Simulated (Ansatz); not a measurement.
# CH₅GeN: one species, many methods

An exercise on one series of results from a longer session: the logs are not shown, and one member is left open.

Program: Ansatz 0.2.0, Gaussian basis. Level of theory: functionals in def2-TZVPP, the program's frozen cores in correlated methods. These are calculated values, not measurements.

Plan: LDA (SPW92), PBE-D4, revPBE-D4, BLYP-D4, r2SCAN-D4, B97M-V, PBE0-D4, B3LYP-D4, r2SCANh-D4, r2SCAN0-D4, HSE06-D4, BHLYP-D4, CAM-B3LYP-D4, LC-ωPBE, ωB97X-V, ωB97M-V, B2PLYP, PBE-QIDH; CCSD(T)/def2-SVP; CCSD(T)/def2-TZVPP; CCSD(T)/def2-QZVPP; extrapolation to the limit; RPA on PBE.

### The relaxed structure

The geometry comes from an earlier relaxation with PBE0-D4 in a triple-zeta def2 set; it is a stationary point, not always the lowest conformer.

SMILES `[CH3][Ge][NH2]`, 8 atoms, charge 0, spin multiplicity 1.

Atoms are counted from 1 here; the program's logs count them from 0.

Bond lengths: C1–Ge2 2.001 Å, C1–H4 1.094 Å, C1–H5 1.091 Å, C1–H6 1.095 Å, Ge2–N3 1.819 Å, N3–H7 1.007 Å, N3–H8 1.009 Å. Angles: Ge2–C1–H4 110.8°, Ge2–C1–H5 111.6°, Ge2–C1–H6 109.4°, H4–C1–H5 108.7°, H4–C1–H6 108.0°, H5–C1–H6 108.2°, C1–Ge2–N3 95.4°, Ge2–N3–H7 122.0°, Ge2–N3–H8 125.6°, H7–N3–H8 112.4°.

The first run:

Input file in.yaml:

```yaml
crystal:
  periodic: [false, false, false]
  atoms:
    - {symbol: C, position_ang: [-0.661940, 0.861261, -0.597065]}
    - {symbol: Ge, position_ang: [1.191717, 0.622041, 0.118912]}
    - {symbol: N, position_ang: [0.922452, -1.068831, 0.733725]}
    - {symbol: H, position_ang: [-0.935736, 0.030513, -1.254252]}
    - {symbol: H, position_ang: [-0.759870, 1.794686, -1.153359]}
    - {symbol: H, position_ang: [-1.373346, 0.882748, 0.235157]}
    - {symbol: H, position_ang: [1.646563, -1.587998, 1.203184]}
    - {symbol: H, position_ang: [0.062460, -1.591520, 0.657898]}
basis:
  gaussian: {orbitals: def2-TZVPP}
hamiltonian: {xc: lda}
output: {orbitals: {seedname: orbitals}}
```

Started as:

```sh
> ansatz run in.yaml --threads 2 --pin off --events-out ev --progress --plain --max-ram 20480MiB --backend cpu
```

Among the steps run: LDA; PBE-D4 (GGA); revPBE-D4 (GGA); BLYP-D4 (GGA); r2SCAN-D4 (meta-GGA); B97M-V (meta-GGA); PBE0-D4 (hybrid); B3LYP-D4 (hybrid); r2SCANh-D4 (hybrid); r2SCAN0-D4 (hybrid); HSE06-D4 (hybrid); BHLYP-D4 (hybrid); CAM-B3LYP-D4 (range-separated); LC-ωPBE (range-separated); ωB97X-V (range-separated); ωB97M-V (range-separated); B2PLYP (double hybrid); PBE-QIDH (double hybrid).

One of the session's tables, all rows but one given; the rest of the session is left out.

It belongs to the step «Orbital energies across the functionals». 

```
  functional  HOMO (eV)  gap (eV)
 LDA (SPW92)      -5.31      2.99
      PBE-D4          ?         ?
   revPBE-D4      -5.12      3.10
     BLYP-D4      -5.06      3.04
   r2SCAN-D4      -5.41      3.39
      B97M-V      -5.41      3.47
     PBE0-D4      -6.23      4.91
    B3LYP-D4      -6.06      4.51
  r2SCANh-D4      -5.80      4.08
  r2SCAN0-D4      -6.39      5.11
    HSE06-D4      -5.83      4.14
    BHLYP-D4      -7.18      6.72
CAM-B3LYP-D4      -7.52      7.24
     LC-ωPBE      -8.79      9.63
     ωB97X-V      -8.46      9.21
     ωB97M-V      -8.36      9.00
```

Q: Estimate the row for PBE-D4 from the others.

As computed: HOMO (eV): -5.17; gap (eV): 3.07. In the column «HOMO (eV)» it lies between LDA (SPW92) (-5.31) and revPBE-D4 (-5.12).
